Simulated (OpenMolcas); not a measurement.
# Pd²⁺ among point charges: CASSCF and CASPT2 levels and susceptibility

How does a field of 6 point charges split the states of Pd²⁺, and what χT follows?

Program: OpenMolcas 26.06. Level of theory: state-averaged CASSCF and CASPT2, spin-orbit coupling by RASSI with atomic mean-field integrals. These are calculated values, not measurements, unless marked.

## Step 1: What is computed

```
Species                           : Pd²⁺ (palladium, Z = 46, 44 electrons)
Basis                             : ANO-RCC-VDZP [6s5p3d1f], 43 functions
Scalar Hamiltonian                : DKH2, point nucleus
Inactive shells                   : 1s 2s 2p 3s 3p 3d 4s 4p
Active space                      : 8 electrons in 5 orbitals (4d)
Some configurations of this space : 4d8
Orbitals                          : optimised for each spin and parity, averaged over all roots
```

Outer shells as boxes (Hund's rule):

4d8
```
4d [↑↓][↑↓][↑↓][↑ ][↑ ]
```

The ion sits among 6 point charges of -0.65 e arranged as a tetragonal octahedron (D4h), 1.85 Å from the ion, with the axial distance 1.943 Å.

Each step is its own input file, run in one work folder so that later steps find the files of earlier ones. Labels, J, g values, rates, χT and fits are worked out afterwards by a script from the matrices that RASSI stores. The input lists half of the charges; inversion (Group=XYZ) makes the rest.

## Step 2: Basis and integrals

File a.inp:

```
&GATEWAY
Coord
1

Pd 0.0 0.0 0.0
Basis=ANO-RCC-VDZP
Group=XYZ
NoMove
AngMom=0.0 0.0 0.0
AMFI
XField
3 Angstrom 0
1.850000 0.000000 0.000000 -0.650000
0.000000 1.850000 0.000000 -0.650000
0.000000 0.000000 1.942500 -0.650000
&SEWARD
```

Started as:

```console
$ OMP_NUM_THREADS=1 MOLCAS_MEM=1689 MOLCAS_PROJECT=a pymolcas a.inp > a.log
```

## Step 3: Reference wave functions, triplets of even parity, 10 roots

File a.inp:

```
&RASSCF
FileOrb=start.orb
Symmetry=1
Spin=3
nActEl=8 0 0
Inactive=9 9
Ras2=5 0
CIRoot=10 10 1
SDav=10
CIMx=300
Iter=120 100
PrWF=0.3
OrbListing=Nothing
MaxOrb=0
>>> COPY $Project.JobIph JOB001
```

start.orb holds the contracted functions of the basis, ordered by shell, or the orbitals of the step before.

## Step 4: CASSCF: singlets of even parity, 15 roots

File a.inp:

```
&RASSCF
FileOrb=start.orb
Symmetry=1
Spin=1
nActEl=8 0 0
Inactive=9 9
Ras2=5 0
CIRoot=15 15 1
SDav=15
CIMx=300
Iter=120 100
PrWF=0.3
OrbListing=Nothing
MaxOrb=0
>>> COPY $Project.JobIph JOB002
```

## Step 5: RASSI: spin-orbit coupling between the states

File a.inp:

```
&RASSI
NrOfJobIphs=2 10 15
1 2 3 4 5 6 7 8 9 10
1 2 3 4 5 6 7 8 9 10 11 12 13 14 15
IphNames
JOB001
JOB002
EJob
SpinOrbit
DIPRint=1.0
SOCoupling=1000.0
Subsets=2
Property=9
'ANGMOM' 1 'ANGMOM' 2 'ANGMOM' 3 'MLTPL  1' 1 'MLTPL  1' 2 'MLTPL  1' 3
'AMFI' 1 'AMFI' 2 'AMFI' 3
SOProperty=3
'ANGMOM' 1 'ANGMOM' 2 'ANGMOM' 3
```

## Step 6: CASPT2: IPEA 0.25, imaginary shift 0.1 (closed shells correlated: 4s 4p)

File a.inp:

```
>>> COPY JOB001 $Project.JobIph
&CASPT2
Multistate=10 1 2 3 4 5 6 7 8 9 10
NoMult
Frozen=8 6
IPEA=0.25
Imaginary=0.1
MaxIter=60
WThr=0.0 0.3 0.05
PrWF=0.5
NoMix
>>> COPY JOB002 $Project.JobIph
&CASPT2
Multistate=15 1 2 3 4 5 6 7 8 9 10 11 12 13 14 15
NoMult
Frozen=8 6
IPEA=0.25
Imaginary=0.1
MaxIter=60
WThr=0.0 0.3 0.05
PrWF=0.5
NoMix
```

(Steps that only read results are left out.)

Before running it: what results should come out? Wanted: spin-free ground state; first state of the same spin within the active space; lowest level; next level.

As calculated:

| quantity | value |
| --- | --- |
| method | SS-CASPT2, IPEA 0.25, imaginary shift 0.1 (closed shells correlated: 4s 4p) |
| spin-free ground state | 3B1, 1-fold in its orbital part |
| first state of the same spin within the active space | 3E at 4470 cm⁻¹ |
| lowest level | 1-fold B2 |
| next level | 8.4 cm⁻¹ |
| χT at 300 K | 2.21 cm³ K/mol |
| effective moment at 300 K | 4.20 μB |

Cost by method:

```
                                              method  time of its own steps  time with the reference
                                           A. CASSCF                  4.3 s                    4.3 s
B. SS-CASPT2, IPEA 0.25, imaginary shift 0.1, +4s 4p                  1.4 s                    5.7 s
```

Times are of one thread on a shared host.

**Reading.** The spin-free ground state (3B1) comes to 100 % from free-ion F terms and keeps the highest spin of the shell. χT at 300 K is 2.21, against 1.00 cm³ K/mol for the spin alone, so orbital moment adds to it. The field of point charges can differ much from that of real complexes. Point charges carry no covalency, so the field is a model and not that of real ligands.
